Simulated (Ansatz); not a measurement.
**CH7B2FSi: a ladder of functionals and wavefunction methods**

The task here is to estimate one member of a computed series from the others.

The runs use Ansatz 0.2.0, Gaussian basis; functionals in def2-TZVPP, the program's frozen cores in correlated methods.

The runs, in order: LDA (SPW92), PBE-D4, revPBE-D4, BLYP-D4, r2SCAN-D4, B97M-V, PBE0-D4, B3LYP-D4, r2SCANh-D4, r2SCAN0-D4, HSE06-D4, BHLYP-D4, CAM-B3LYP-D4, LC-ωPBE, ωB97X-V, ωB97M-V, B2PLYP, PBE-QIDH; CCSD(T)/def2-SVP; CCSD(T)/def2-TZVPP; MP2/def2-QZVPP; extrapolation to the limit; RPA on PBE.

## The geometry

The geometry comes from an earlier relaxation with PBE0-D4 in a triple-zeta def2 set; it is a stationary point, not always the lowest conformer.

12 atoms, charge 0, spin multiplicity 1.

Atoms are counted from 1 here; the program's logs count them from 0.

Bond lengths: B1–C2 1.549 Å, B1–H6 1.197 Å, B1–H7 1.196 Å, C2–B3 1.557 Å, C2–H8 1.090 Å, C2–H9 1.107 Å, B3–Si4 2.008 Å, B3–H10 1.198 Å, Si4–F5 1.607 Å, Si4–H11 1.491 Å, Si4–H12 1.491 Å. Angles: C2–B1–H6 121.1°, C2–B1–H7 119.6°, H6–B1–H7 119.3°, B1–C2–B3 108.3°, B1–C2–H8 116.0°, B1–C2–H9 104.7°, B3–C2–H8 115.6°, B3–C2–H9 99.2°, H8–C2–H9 111.2°, C2–B3–Si4 119.0°, C2–B3–H10 118.6°, Si4–B3–H10 122.4°, B3–Si4–F5 114.0°, B3–Si4–H11 110.1°, B3–Si4–H12 109.8°, F5–Si4–H11 107.4°, F5–Si4–H12 107.4°, H11–Si4–H12 107.9°.

The first run:

in.yaml reads:

```yaml
crystal:
  periodic: [false, false, false]
  atoms:
    - {symbol: B, position_ang: [-0.096767, 1.580439, 1.453515]}
    - {symbol: C, position_ang: [0.294271, 0.130779, 1.074266]}
    - {symbol: B, position_ang: [0.540458, 0.076872, -0.461797]}
    - {symbol: Si, position_ang: [-0.419864, -1.308692, -1.552224]}
    - {symbol: F, position_ang: [-0.070652, -1.264555, -3.120357]}
    - {symbol: H, position_ang: [-1.195798, 1.841065, 1.848624]}
    - {symbol: H, position_ang: [0.699873, 2.462186, 1.316486]}
    - {symbol: H, position_ang: [-0.342574, -0.657169, 1.476803]}
    - {symbol: H, position_ang: [1.338395, 0.021281, 1.425365]}
    - {symbol: H, position_ang: [1.303690, 0.861834, -0.948563]}
    - {symbol: H, position_ang: [-0.080263, -2.673849, -1.059266]}
    - {symbol: H, position_ang: [-1.893771, -1.125490, -1.418849]}
basis:
  gaussian: {orbitals: def2-TZVPP}
hamiltonian: {xc: lda}
output: {orbitals: {seedname: orbitals}}
```

Among the steps run: LDA; PBE-D4 (GGA); revPBE-D4 (GGA); BLYP-D4 (GGA); r2SCAN-D4 (meta-GGA); B97M-V (meta-GGA); PBE0-D4 (hybrid); B3LYP-D4 (hybrid); r2SCANh-D4 (hybrid); r2SCAN0-D4 (hybrid); HSE06-D4 (hybrid); BHLYP-D4 (hybrid); CAM-B3LYP-D4 (range-separated); LC-ωPBE (range-separated); ωB97X-V (range-separated); ωB97M-V (range-separated); B2PLYP (double hybrid); PBE-QIDH (double hybrid).

One of the session's tables, all rows but one given; the rest of the session is left out.

It belongs to the step «Frontier levels by functional». 

```
  functional  HOMO (eV)  LUMO (eV)  gap (eV)
 LDA (SPW92)          ?          ?         ?
      PBE-D4      -6.84      -3.35      3.49
   revPBE-D4      -6.80      -3.24      3.56
     BLYP-D4      -6.74      -3.17      3.57
   r2SCAN-D4      -7.09      -3.04      4.05
      B97M-V      -7.20      -3.15      4.05
     PBE0-D4      -8.07      -2.39      5.68
    B3LYP-D4      -7.89      -2.58      5.31
  r2SCANh-D4      -7.54      -2.71      4.83
  r2SCAN0-D4      -8.23      -2.22      6.02
    HSE06-D4      -7.67      -2.77      4.90
    BHLYP-D4      -9.25      -1.33      7.92
CAM-B3LYP-D4      -9.44      -1.26      8.18
     LC-ωPBE     -10.75      -0.09     10.66
     ωB97X-V     -10.41      -0.19     10.22
     ωB97M-V     -10.23      -0.43      9.79
```

Estimate the missing values for LDA (SPW92).

As computed: HOMO (eV): -6.93; LUMO (eV): -3.60; gap (eV): 3.33. In the column «HOMO (eV)» it lies between r2SCAN-D4 (-7.09) and PBE-D4 (-6.84).
